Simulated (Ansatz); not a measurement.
Predict the output of the script below (Ansatz 0.2.0 through its Python package).

`nbru3_deck.py`
```python
# -*- coding: utf-8 -*-
import ansatz
import numpy as np

settings = {
    'crystal': {
        'lattice': [[3.88, 0.0, 0.0], [0.0, 3.88, 0.0], [0.0, 0.0, 3.88]],
        'atoms': [
            {'symbol': 'Nb', 'position': [0.0, 0.0, 0.0]},
            {'symbol': 'Ru', 'position': [0.0, 0.5, 0.5]},
            {'symbol': 'Ru', 'position': [0.5, 0.0, 0.5]},
            {'symbol': 'Ru', 'position': [0.5, 0.5, 0.0]},
        ],
    },
    'kpoints': {'mp_grid': {'grid': [6, 6, 6]}},
    'hamiltonian': {'xc': 'lda'},
    'scf': {'occupations': {'method': 'fermi_dirac', 'width': 0.15}},
    'output': {'forces': True, 'stress': True, 'eigenvalues': True},
}

result = ansatz.Session.from_dict(settings).plan().execute()
summary = result.report

for key in ('converged', 'n_iterations', 'n_electrons', 'n_kpoints', 'n_pw', 'n_symmetry_ops', 'free_energy_ev', 'fermi_energy_ev'):
    print(f'{key:18s} {summary[key]}')

forces = np.array(summary['forces_ev_ang'])
norms = np.linalg.norm(forces, axis=1)
print('largest force {:.4f} eV/A on atom {}'.format(norms.max(), norms.argmax()))
print(np.array2string(forces, precision=4, suppress_small=True))

print('band  energy (eV)  occupation (first spin channel), at k =', summary['kpoints_frac'][0])
for band, (e, occ) in enumerate(zip(summary['eigenvalues_ev'][0], summary['occupations'][0]), start=1):
    print(f'{band:4d} {e:12.4f} {occ:9.4f}')

print('doubts on the final state:', summary['published_state_doubts'] or 'none')
print('warnings:', sorted({n['data']['kind'] for n in result.notices if n['data'].get('severity') in ('warning', 'doubt')}) or 'none')
```

Running `python nbru3_deck.py` prints:
```text
DeckWarning: basis.ecutwfc = 420 eV, auto-derived from the records' recommended cutoffs: set by Nb (normal level)
converged          True
n_iterations       6
n_electrons        61.0
n_kpoints          20
n_pw               1189
n_symmetry_ops     48
free_energy_ev     -21718.038950890754
fermi_energy_ev    21.424185603855776
largest force 0.0000 eV/A on atom 1
[[ 0. -0.  0.]
 [ 0.  0.  0.]
 [ 0. -0.  0.]
 [ 0. -0.  0.]]
band  energy (eV)  occupation (first spin channel), at k = [0.0, 0.0, 0.0]
   1     -50.9372    2.0000
   2     -50.7997    2.0000
   3     -50.7997    2.0000
   4     -33.1904    2.0000
   5     -21.2330    2.0000
   6     -21.2330    2.0000
   7     -21.2330    2.0000
   8     -20.8501    2.0000
   9     -20.8501    2.0000
  10     -20.8501    2.0000
  11     -20.6546    2.0000
  12     -20.6546    2.0000
  13     -20.6546    2.0000
  14      -9.3107    2.0000
  15      -9.3107    2.0000
  16      -9.3107    2.0000
  17      14.1616    2.0000
  18      15.7202    2.0000
  19      15.7202    2.0000
  20      15.8847    2.0000
  21      16.3169    2.0000
  22      16.3169    2.0000
  23      16.3169    2.0000
  24      19.6084    2.0000
  25      19.6084    2.0000
  26      19.6084    2.0000
  27      21.8575    0.1054
  28      21.8575    0.1054
  29      23.1528    0.0000
  30      23.6843    0.0000
  31      23.6843    0.0000
  32      23.6843    0.0000
  33      25.0116    0.0000
  34      25.0116    0.0000
  35      25.3499    0.0000
  36      25.3499    0.0000
  37      25.3499    0.0000
  38      26.1145    0.0000
doubts on the final state: none
warnings: none
```
(Warnings from the package without file and line, repeats left out.)

Total energies depend on the potentials; only differences at equal settings carry meaning. A total without «per atom» is that of the cell as typed. The computed bands are complete only to about 3.4 eV above the Fermi level. The mesh is modest for a metal, so energies can be off by several to tens of meV an atom and pressures by half a GPa or more; differences at equal mesh fare better. An absolute Fermi energy rests on an arbitrary zero of the periodic potential and has no direct meaning. The smearing is wide enough that free energy and stress hold a thermal part of the electrons. At these settings the cell as given stands under about -11 GPa, so it isn't at this functional's equilibrium volume. The starting cell is as deposited in a crystallographic database; the results hold for this polymorph, which needn't be the stable one. Levels are Kohn-Sham eigenvalues on this mesh, without spin-orbit coupling. Finished in 2.5 s on 1 thread of Arm Neoverse V1 (shared host), peak memory 0.39 GiB.
